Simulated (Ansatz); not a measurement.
Predict the output of the script below (Ansatz's Python interface).

`disp_alclh4n2.py`:
```python
# -*- coding: utf-8 -*-
import ansatz as az

geometry = (
    az.Crystal.molecule()
    .atom("N", [-0.215, 1.6676, -0.1581])
    .atom("Al", [-0.201, -0.1952, -0.3012])
    .atom("N", [0.7457, -1.203, 0.9794])
    .atom("Cl", [-1.1752, -1.2141, -1.951])
    .atom("H", [-0.8823, 2.0397, -0.9579])
    .atom("H", [-0.7449, 1.9527, 0.7281])
    .atom("H", [1.8061, -0.9167, 0.9113])
    .atom("H", [0.7588, -2.1882, 0.6937])
)

job = geometry.calculation().basis(gaussian="def2-SVP")
for name in ["r2scan", "pbe"]:
    for correction in ("d3bj", "d4"):
        summary = job.functional(name, dispersion=correction).run(threads=1).report
        print(f"{name:8s} {correction:5s} total {summary['free_energy_ev']:.5f} eV, of which dispersion {1000 * summary['dispersion']['energy']['ev']:.2f} meV")
```

`python disp_alclh4n2.py` gives:
```text
DeckWarning: the engine holds no damping parameters fitted to this dispersion correction and functional, so the run takes those fitted to r2scan beside the three-body term, which d3bj leaves out (hamiltonian.dispersion, under Limitations)
r2scan   d3bj  total -22156.58936 eV, of which dispersion -42.08 meV
r2scan   d4    total -22156.58342 eV, of which dispersion -36.13 meV
pbe      d3bj  total -22147.26831 eV, of which dispersion -143.96 meV
pbe      d4    total -22147.27036 eV, of which dispersion -146.01 meV
```
(Warnings from the package without file and line.)

Caveats:
- Total energies depend on the basis set; only differences at equal settings carry meaning.
- The geometry is a force-field or estimated start, not a minimum of this method, and the basis set is short of its limit. D4 holds the three-body term, and d3bj doesn't.
- A dispersion term here runs with damping parameters fitted for another variant or functional.
- It ran for 13 s on 1 thread of Arm Neoverse V1, with other jobs on the host, peak memory 0.19 GiB.
